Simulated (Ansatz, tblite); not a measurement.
# The cluster SiTe4: one state, many levels

Aim: run the singlet of the cluster SiTe4 at one geometry on many levels, and compare frontier levels, spin and run time.

Method: as each input shows; program: Ansatz 0.2.0, Gaussian basis.

Plan: GFN1-xTB, GFN2-xTB, PBE-D4/def2-TZVP, r2SCAN-D4/def2-TZVP, HF/def2-TZVP, PBE-QIDH/def2-TZVP, PBE-D4/def2-SVP, PBE0-D4/def2-SVP, PBE0-D4/def2-TZVPD, PBE-D4/def2-TZVPD, r2SCAN-D4/def2-TZVPD, CCSD(T)/def2-SVP, MP2/def2-TZVP, RPA/def2-TZVP.

2 further runs of the same task are left out: 2 set aside as unsound or not needed. Runs told in other sessions of the task aren't counted.

## 1. The structure

The geometry is that of the singlet, from an earlier relaxation (r2SCAN-D4/def2-SVP). At that level it is the lowest of the isomers that a small search found.

5 atoms, charge 0, spin multiplicity 1.

Bond lengths: Si1–Te3 2.483 Å, Si1–Te4 2.483 Å, Te2–Te4 2.817 Å, Te2–Te5 2.678 Å, Te3–Te5 2.817 Å. Angles: Te3–Si1–Te4 108.8°, Te4–Te2–Te5 95.8°, Si1–Te3–Te5 104.6°, Si1–Te4–Te2 104.6°, Te2–Te5–Te3 95.8°.

Te takes a core potential in the def2 sets. No spin-orbit coupling is included.

PBE0-D4/def2-TZVP was run before; its log isn't repeated, and its numbers join the tables.

## 2. GFN1-xTB

Tight binding, by tblite at 300 K electronic temperature and without a spin-polarisation term:

```python
tblite.interface.Calculator('GFN1-xTB', numbers, positions, charge=0, uhf=0).singlepoint()
```

Energy -463.3276 eV, HOMO -9.10 eV, LUMO -7.25 eV; 0.006 s.

## 3. GFN2-xTB

Tight binding, by tblite at 300 K electronic temperature and without a spin-polarisation term:

```python
tblite.interface.Calculator('GFN2-xTB', numbers, positions, charge=0, uhf=0).singlepoint()
```

Energy -385.4650 eV, HOMO -8.24 eV, LUMO -6.60 eV; 0.01 s.

## 4. PBE-D4/def2-TZVP

start.molden holds the orbitals of an earlier run on this state, given as this run's starting guess.

File in.yaml:

```yaml
crystal:
  periodic: [false, false, false]
  atoms:
    - {symbol: Si, position_ang: [1.611633, -1.397196, -0.396653]}
    - {symbol: Te, position_ang: [-2.188368, 0.385164, -0.354881]}
    - {symbol: Te, position_ang: [1.829682, 1.074585, -0.308213]}
    - {symbol: Te, position_ang: [-0.754546, -2.006771, 0.042512]}
    - {symbol: Te, position_ang: [-0.498391, 1.944218, 1.017224]}
basis:
  gaussian: {orbitals: def2-TZVP, initial_orbitals: start.molden}
hamiltonian: {xc: pbe, dispersion: d4}
scf: {omitted_lower_state_checks: [starts]}
output: {orbitals: {seedname: orbitals}}
```

The run is started by

```console
ansatz run in.yaml --threads 4 --pin off --events-out ev --progress --plain --max-ram 4787MiB
```

The runs that follow: r2SCAN-D4/def2-TZVP; HF/def2-TZVP; PBE-QIDH/def2-TZVP; PBE-D4/def2-SVP; PBE0-D4/def2-SVP; PBE0-D4/def2-TZVPD; PBE-D4/def2-TZVPD; r2SCAN-D4/def2-TZVPD; CCSD(T)/def2-SVP; MP2/def2-TZVP; RPA/def2-TZVP.

Before running them: what should the planned runs give, taken together? Wanted: gap in def2-TZVP, named functionals and Hartree-Fock, smallest and largest; correlation energy, CCSD(T)/def2-SVP; correlation energy, MP2/def2-TZVP; binding an atom, CCSD(T)/def2-SVP; PBE0 total energy, smallest basis above largest.

The runs gave:

| quantity | value |
| --- | --- |
| gap in def2-TZVP, named functionals and Hartree-Fock, smallest and largest | 1.38 eV (PBE-D4), 7.72 eV (HF) |
| correlation energy, CCSD(T)/def2-SVP | -16.51 eV |
| correlation energy, MP2/def2-TZVP | -52.80 eV |
| binding an atom, CCSD(T)/def2-SVP | 1.851 eV |
| PBE0 total energy, smallest basis above largest | 3.94 eV (def2-SVP, def2-TZVPD) |

In words: Over the named functionals and Hartree-Fock in def2-TZVP the gap runs from 1.38 eV (PBE-D4) to 7.72 eV (HF); exact exchange widens it. The functionals in def2-TZVP miss CCSD(T)/def2-SVP by +0.412 (PBE-QIDH) to +0.707 eV (PBE-D4) an atom. The yardstick is in a double-zeta basis, so levels in larger sets aren't compared like for like. The reference is CCSD(T) in one finite basis, so it carries an error of its own, often a tenth of an eV or more, and near misses can't be ranked.
